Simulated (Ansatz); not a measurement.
# [RuNF4]-: one molecule under many settings

How do the results and run time of [RuNF4]- respond when the settings are drawn wide?

Program: Ansatz 0.2.0, Gaussian basis. Level of theory: the settings change from run to run. These are calculated values, not measurements.

## 1. The geometry

The geometry comes from an earlier relaxation with r2SCAN-D4/def2-SVPD; it is a stationary point. Ru takes a core potential in def2 sets; no spin-orbit term is included.

6 atoms, charge -1, spin multiplicity 1.

Atoms are counted from 1 here; the program's logs count them from 0.

Bond lengths: Ru1–N2 1.584 Å, Ru1–F3 1.918 Å, Ru1–F4 1.918 Å, Ru1–F5 1.918 Å, Ru1–F6 1.918 Å. Angles: N2–Ru1–F3 107.5°, N2–Ru1–F4 107.5°, N2–Ru1–F5 107.5°, N2–Ru1–F6 107.5°, F3–Ru1–F4 84.8°, F3–Ru1–F5 145.1°, F3–Ru1–F6 84.8°, F4–Ru1–F5 84.8°, F4–Ru1–F6 145.1°, F5–Ru1–F6 84.8°.

Geometry (Å):

```xyz
6
charge -1, multiplicity 1
Ru    0.0002   -0.0005    0.1199
N     0.0031   -0.0065    1.7040
F     1.8289    0.0138   -0.4591
F    -0.0127    1.8315   -0.4487
F    -1.8306   -0.0103   -0.4529
F     0.0110   -1.8280   -0.4632
```

## 2. revPBE/cc-pVTZ-DK

Options: finite nuclei, D4 dispersion.

The input, in.yaml:

```yaml
crystal:
  periodic: [false, false, false]
  atoms:
    - {symbol: Ru, position_ang: [0.000195, -0.000490, 0.119912]}
    - {symbol: N, position_ang: [0.003127, -0.006473, 1.703990]}
    - {symbol: F, position_ang: [1.828947, 0.013762, -0.459102]}
    - {symbol: F, position_ang: [-0.012743, 1.831522, -0.448749]}
    - {symbol: F, position_ang: [-1.830566, -0.010340, -0.452875]}
    - {symbol: F, position_ang: [0.011040, -1.827991, -0.463177]}
basis:
  gaussian: {orbitals: cc-pVTZ-DK, nuclear_model: gaussian}
total_charge: -1
hamiltonian: {xc: {name: revPBE}, dispersion: d4}
scf: {omitted_lower_state_checks: [starts]}
output: {forces: true}
```

On the command line:

```sh
$ ansatz run in.yaml --threads 4 --pin off --events-out ev --progress --plain --max-ram 3916MiB
```

Log, shortened:

```text
Functional definition: revPBE
  name "revPBE"
  cite "Zhang & Yang, Phys. Rev. Lett. 80, 890 (1998) doi:10.1103/PhysRevLett.80.890"
  cite "Perdew, Burke & Ernzerhof, Phys. Rev. Lett. 77, 3865 (1996) doi:10.1103/PhysRevLett.77.3865"
[...]
1355 factors; their error is unknown
[...]
mean field -135645.23244665 eV, -4984.8703487736 hartree, gradient 7.3e-5 eV, S^2 0.000000; 0 other end points of the search recorded, 0 dependent functions left out
[...]
reference -135645.23254716 eV, -4984.8703524670 hartree; 44, 44 occupied and 183, 183 virtual orbitals, 1355 factors
Total energy: -135645.70582237 eV, -4984.8877450106 hartree
Relativity: scalar
Atom 0 at     0.000195    -0.000490     0.119912 Å, force    -0.001145     0.002814    -0.671016 eV/Å
Atom 1 at     0.003127    -0.006473     1.703990 Å, force     0.001705    -0.005373     1.231642 eV/Å
Atom 2 at     1.828947     0.013762    -0.459102 Å, force     0.414917     0.003006    -0.141181 eV/Å
Atom 3 at    -0.012743     1.831522    -0.448749 Å, force    -0.003230     0.415648    -0.138894 eV/Å
Atom 4 at    -1.830566    -0.010340    -0.452875 Å, force    -0.415096    -0.001779    -0.139126 eV/Å
Atom 5 at     0.011040    -1.827991    -0.463177 Å, force     0.002849    -0.414315    -0.141425 eV/Å
Dipole moment:     0.000490    -0.001067     0.274349 e Å
Checks for a lower state left out: starts
```

Run time: 3.5 s. Hardware: 4 threads of Arm Neoverse V2, shared host.

Largest force 1.232 eV/Å.

## 3. wPBEh/def2-mTZVP

Changes to in.yaml since step 2:

```diff
@@ -10,5 +10,5 @@
 basis:
-  gaussian: {orbitals: cc-pVTZ-DK, nuclear_model: gaussian}
+  gaussian: {orbitals: def2-mTZVP}
 total_charge: -1
-hamiltonian: {xc: {name: revPBE}, dispersion: d4}
+hamiltonian: {xc: {name: wPBEh}}
 scf: {omitted_lower_state_checks: [starts]}
```

Launched as before.

Log, shortened:

```text
Functional definition: wPBEh
  name "wPBEh"
  cite "Heyd, Scuseria & Ernzerhof, J. Chem. Phys. 118, 8207 (2003) doi:10.1063/1.1564060"
  cite "Krukau, Vydrov, Izmaylov & Scuseria, J. Chem. Phys. 125, 224106 (2006) doi:10.1063/1.2404663"
  cite "Heyd & Scuseria, J. Chem. Phys. 120, 7274 (2004) doi:10.1063/1.1668634"
  cite "Ernzerhof & Perdew, J. Chem. Phys. 109, 3313 (1998) doi:10.1063/1.476928"
  cite "Perdew, Burke & Ernzerhof, Phys. Rev. Lett. 77, 3865 (1996) doi:10.1103/PhysRevLett.77.3865"
  parent pbe
[...]
1103 factors; their error is unknown
80 factors; integrals over basis functions are off by at most 1.4e-6 eV
[...]
mean field -14937.42515802 eV, -548.9402496067 hartree, gradient 1.8e-5 eV, S^2 0.000000; 0 other end points of the search recorded, 0 dependent functions left out
[...]
reference -14937.42522648 eV, -548.9402521225 hartree; 30, 30 occupied and 98, 98 virtual orbitals, 1103 factors
Total energy: -14937.42522648 eV, -548.9402521225 hartree
Atom 0 at     0.000195    -0.000490     0.119912 Å, force     0.000289     0.000123     0.066224 eV/Å
Atom 1 at     0.003127    -0.006473     1.703990 Å, force    -0.000794    -0.000342    -0.107391 eV/Å
Atom 2 at     1.828947     0.013762    -0.459102 Å, force     0.138628     0.000605     0.009734 eV/Å
Atom 3 at    -0.012743     1.831522    -0.448749 Å, force    -0.001165     0.138507     0.010450 eV/Å
Atom 4 at    -1.830566    -0.010340    -0.452875 Å, force    -0.138300    -0.000516     0.010864 eV/Å
Atom 5 at     0.011040    -1.827991    -0.463177 Å, force     0.001342    -0.138377     0.010119 eV/Å
Dipole moment:     0.000722    -0.001541     0.399602 e Å
Checks for a lower state left out: starts
```

Wall time 2.1 s (4 threads of Arm Neoverse V2, shared host).

Largest force 0.139 eV/Å.

## 4. SVWN5/ANO-RCC-VTZP

Options: the search for lower states set to off.

Changes to in.yaml since step 3:

```diff
@@ -10,6 +10,5 @@
 basis:
-  gaussian: {orbitals: def2-mTZVP}
+  gaussian: {orbitals: ANO-RCC-VTZP}
 total_charge: -1
-hamiltonian: {xc: {name: wPBEh}}
-scf: {omitted_lower_state_checks: [starts]}
-output: {forces: true}
+hamiltonian: {xc: {name: SVWN5}}
+scf: {lower_state_search: off}
```

Launched as before.

Log, shortened:

```text
Functional definition: SVWN5
  name "SVWN5"
  cite "Dirac, Proc. Camb. Phil. Soc. 26, 376 (1930) doi:10.1017/S0305004100016108"
  cite "Slater, Phys. Rev. 81, 385 (1951) doi:10.1103/PhysRev.81.385"
  cite "Vosko, Wilk & Nusair, Can. J. Phys. 58, 1200 (1980) doi:10.1139/p80-159"
[...]
1694 factors; their error is unknown
[...]
mean field -135440.88850105 eV, -4977.3608472821 hartree, gradient 7.2e-6 eV, S^2 0.000000; 0 other end points of the search recorded, 0 dependent functions left out
reference -135440.88855903 eV, -4977.3608494128 hartree; 44, 44 occupied and 174, 174 virtual orbitals, 1694 factors
Total energy: -135440.88855903 eV, -4977.3608494128 hartree
Relativity: scalar
Checks for a lower state left out: stability, starts, cluster_reference, orbital_swaps, neighbouring_geometries, increment
```

It took 2.5 s on 4 threads of Arm Neoverse V2, shared host.

## 5. CAM-B3LYP/x2c-TZVPPall

Set apart from the defaults: D4 dispersion.

Changes to in.yaml since step 4:

```diff
@@ -10,5 +10,5 @@
 basis:
-  gaussian: {orbitals: ANO-RCC-VTZP}
+  gaussian: {orbitals: x2c-TZVPPall}
 total_charge: -1
-hamiltonian: {xc: {name: SVWN5}}
-scf: {lower_state_search: off}
+hamiltonian: {xc: {name: CAM-B3LYP}, dispersion: d4}
+scf: {omitted_lower_state_checks: [starts]}
```

The command is unchanged.

Log, shortened:

```text
Functional definition: CAM-B3LYP
  name "CAM-B3LYP"
  cite "Yanai, Tew & Handy, Chem. Phys. Lett. 393, 51 (2004) doi:10.1016/j.cplett.2004.06.011"
  cite "Iikura, Tsuneda, Yanai & Hirao, J. Chem. Phys. 115, 3540 (2001) doi:10.1063/1.1383587"
  cite "Becke, Phys. Rev. A 38, 3098 (1988) doi:10.1103/PhysRevA.38.3098"
  cite "Lee, Yang & Parr, Phys. Rev. B 37, 785 (1988) doi:10.1103/PhysRevB.37.785"
  cite "Vosko, Wilk & Nusair, Can. J. Phys. 58, 1200 (1980) doi:10.1139/p80-159"
[...]
  # Exact exchange under (alpha + beta erf(omega r))/r, Becke's under what is left of 1/r.
[...]
1445 factors; their error is unknown
231 factors; integrals over basis functions are off by at most 1.6e-4 eV
[...]
mean field -135662.18136667 eV, -4985.4932100958 hartree, gradient 8.0e-5 eV, S^2 0.000000; 0 other end points of the search recorded, 0 dependent functions left out
reference -135662.18151388 eV, -4985.4932155057 hartree; 44, 44 occupied and 190, 190 virtual orbitals, 1445 factors
Total energy: -135662.31654838 eV, -4985.4981779319 hartree
Relativity: scalar
Checks for a lower state left out: starts
```

Wall time 4.2 s (4 threads of Arm Neoverse V2, shared host); peak memory 0.71 GiB.

## 6. The runs in one table

```csv
level,charge,multiplicity,geometry,functions,energy (eV),time
revPBE/cc-pVTZ-DK,-1,1,relaxed,227,-135645.706,3.5 s
wPBEh/def2-mTZVP,-1,1,relaxed,128,-14937.425,2.1 s
SVWN5/ANO-RCC-VTZP,-1,1,relaxed,218,-135440.889,2.5 s
CAM-B3LYP/x2c-TZVPPall,-1,1,relaxed,234,-135662.317,4.2 s
```

## 7. What came out

```
                                         quantity                          value
                                             runs                              4
                                         quickest        wPBEh/def2-mTZVP, 2.1 s
                                          slowest  CAM-B3LYP/x2c-TZVPPall, 4.2 s
spread of total energies, same state and geometry                    120724.9 eV
```

In words: CAM-B3LYP/x2c-TZVPPall took 2 times as long as wPBEh/def2-mTZVP. The jobs differ in tasks and options as well as level. The totals spread over 120725 eV; they can't be compared across methods or bases. Some of these runs are scalar-relativistic and others not, which shifts the totals of all-electron atoms past neon by several eV an atom and more; core potentials, where a basis has them, take the core out of the total altogether. At the r2SCAN-D4/def2-SVPD geometry and in the same state, the sound runs without point charges leave forces up to 1.23 eV/Å (revPBE/cc-pVTZ-DK).
